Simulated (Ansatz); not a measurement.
# FeO: the cost of one run

Program: Ansatz 0.2.0. Level of theory: DFT PBE+U (U_eff = 8 eV on Fe d), plane waves, PAW. These are calculated values, not measurements.

The COD entry's cell or inner coordinates are ideal or old and differ from later refinements, so a difference from it is no clean test against experiment.

1 further run of the same task is left out (it didn't finish).

## 1. Starting point

Symmetry: Fm-3m, No. 225, cubic system. The conventional cell has a = 4.311 Å, b = 4.311 Å, c = 4.311 Å, α = 90.00°, β = 90.00°, γ = 90.00°. Fe (site symmetry m-3m) has 6 O at 2.16 Å as nearest neighbours. O (site symmetry m-3m) is surrounded by 6 Fe at 2.16 Å.

Structure file:

```cif
data_structure
_symmetry_space_group_name_H-M 'P 1'
_symmetry_Int_Tables_number 1
_cell_length_a 3.0482
_cell_length_b 5.2796
_cell_length_c 6.0964
_cell_angle_alpha 30.000
_cell_angle_beta 60.000
_cell_angle_gamma 54.736
_cell_volume 40.05
loop_
_atom_site_label
_atom_site_type_symbol
_atom_site_fract_x
_atom_site_fract_y
_atom_site_fract_z
_atom_site_occupancy
Fe1 Fe 0.00000 0.00000 0.00000 1
O1 O 0.50000 0.50000 0.00000 1
Fe2 Fe 0.00000 0.00000 0.50000 1
O2 O 0.50000 0.50000 0.50000 1
```

## 2. Ferromagnetic start, free, symmetry kept, no search

input.yaml

```yaml
crystal:
  lattice:
    - [0.0, 2.15540016, 2.15540016]
    - [4.31080032, 2.15540016, 2.15540016]
    - [4.31080032, 4.31080032, 0.0]
  atoms:
    - { symbol: Fe, position: [0.0, 0.0, 0.0], spin: 4.0 }
    - { symbol: O, position: [0.5, 0.5, 0.0] }
    - { symbol: Fe, position: [0.0, 0.0, 0.5], spin: 4.0 }
    - { symbol: O, position: [0.5, 0.5, 0.5] }
basis:
  ecutwfc: 420
  ecutrho_ratio: 4
kpoints:
  mp_grid: { grid: [8, 8, 8] }
hamiltonian:
  xc: pbe
  hubbard:
    sites: [{ site: 0, l: d, u_eff: 8.0 }, { site: 2, l: d, u_eff: 8.0 }]
scf:
  occupations: { method: gaussian, width: 0.05 }
  lower_state_search: "off"
  max_iter: 150
output:
  forces: true
  stress: true
  eigenvalues: true
  populations: true
  hubbard: { sites: [{ site: 0, l: d }, { site: 2, l: d }] }
magnetization:
  spin_polarized: true
```

Launch:

```sh
ansatz run input.yaml --threads 2 --pin off --max-ram 3072MiB --backend cpu --events-out ev --progress --plain --runs-dir out
```

Q: Estimate wall time and peak memory on 2 threads of Arm Neoverse V1, shared host.

About 9.9 s, with a peak of 0.47 GiB.
